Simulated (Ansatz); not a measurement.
**BaTiO3 (cubic perovskite type): the dielectric function from several functionals**

Aim: the dielectric function of BaTiO3 (cubic perovskite type) in the independent-particle picture, and how it depends on the functional and on the gap. The runs, in order: HSE06 for the gap; optics with PBE on 6×6×6; optics with r2SCAN on 6×6×6; optics with PBE and scissors to the HSE06 gap on 6×6×6; optics with PBE with spin-orbit coupling on 4×4×4.

Method: plane waves, PAW; no local fields, no excitons, in Ansatz 0.2.0.

## 1. The system as given

It takes space group Pm-3m (No. 221, cubic). The conventional cell has a = 3.994 Å, b = 3.994 Å, c = 3.994 Å, α = 90.00°, β = 90.00°, γ = 90.00°. Around Ba (site symmetry m-3m) lie 12 O at 2.82 Å. Around Ti (site symmetry m-3m) lie 6 O at 2.00 Å. O (site symmetry 4/mmm) has 2 Ti at 2.00 Å and 4 Ba at 2.82 Å as nearest neighbours.

As a file:

```cif
data_structure
_symmetry_space_group_name_H-M 'P 1'
_symmetry_Int_Tables_number 1
_cell_length_a 3.9941
_cell_length_b 3.9941
_cell_length_c 3.9941
_cell_angle_alpha 90.000
_cell_angle_beta 90.000
_cell_angle_gamma 90.000
_cell_volume 63.72
loop_
_atom_site_label
_atom_site_type_symbol
_atom_site_fract_x
_atom_site_fract_y
_atom_site_fract_z
_atom_site_occupancy
Ba1 Ba 0.00000 0.00000 0.00000 1
Ti1 Ti 0.50000 0.50000 0.50000 1
O1 O 0.50000 0.50000 0.00000 1
O2 O 0.50000 0.00000 0.50000 1
O3 O 0.00000 0.50000 0.50000 1
```

Cell and atoms come from an earlier r2SCAN relaxation. No spin polarisation is used; should the compound be magnetic, its bands and low-energy spectrum would differ. Spin-orbit coupling, which matters for Ba, is in the runs so named alone.

## 2. A hybrid for the gap

The input, input.yaml:

```yaml
crystal:
  lattice:
    - [3.9940965204, 0.0, 0.0]
    - [0.0, 3.9940965204, 0.0]
    - [0.0, 0.0, 3.9940965204]
  atoms:
    - { symbol: Ba, position: [0.0, 0.0, 0.0] }
    - { symbol: Ti, position: [0.5, 0.5, 0.5] }
    - { symbol: O, position: [0.5, 0.5, 0.0] }
    - { symbol: O, position: [0.5, 0.0, 0.5] }
    - { symbol: O, position: [0.0, 0.5, 0.5] }
kpoints:
  mp_grid: { grid: [4, 4, 4] }
  band_path:
    path: [[0.0, 0.0, 0.0], [0.0, 0.5, 0.0], [0.5, 0.5, 0.0], [0.5, 0.5, 0.5]]
    npoints: 1
hamiltonian:
  xc: hse06
scf:
  occupations: { method: fixed }
  n_extra_bands: 5
output:
  forces: true
  stress: true
  eigenvalues: true
```

The runs that follow: Optics, PBE; Optics, r2SCAN; Optics, PBE with a scissors shift; Optics, PBE with spin-orbit coupling.

**Question.** What will the summary of the whole plan be? Wanted: ε∞, PBE; ε∞, r2SCAN; ε∞, PBE with spin-orbit coupling; tallest peak of ε₂, PBE; tallest peak of ε₂, r2SCAN; tallest peak of ε₂, PBE with spin-orbit coupling; HSE06 direct gap.

As calculated:

| quantity | value |
| --- | --- |
| ε∞, PBE | 6.82 |
| ε∞, r2SCAN | 6.04 |
| ε∞, PBE + 1.37 eV scissors | 5.68 |
| ε∞, PBE with spin-orbit coupling | 6.43 |
| tallest peak of ε₂, PBE | 9.8 at 4.30 eV |
| tallest peak of ε₂, r2SCAN | 9.3 at 4.65 eV |
| tallest peak of ε₂, PBE + 1.37 eV scissors | 9.8 at 5.70 eV |
| tallest peak of ε₂, PBE with spin-orbit coupling | 9.9 at 4.30 eV (complete to 11.5 eV) |
| HSE06 direct gap | 3.29 eV |

In words: From PBE with spin-orbit coupling to PBE + 1.37 eV scissors the direct gap grows from 1.85 to 3.29 eV, and ε∞ goes from 6.43 to 5.68. Spin-orbit coupling moves the direct gap by -0.08 eV; ε∞ doesn't compare between these two runs, as the bands summed differ. The meshes differ between the runs, and peak heights and places move with the mesh, so part of any difference isn't the level's. Local fields and excitons are left out: both change ε∞, and without excitons the onset lacks its lines.
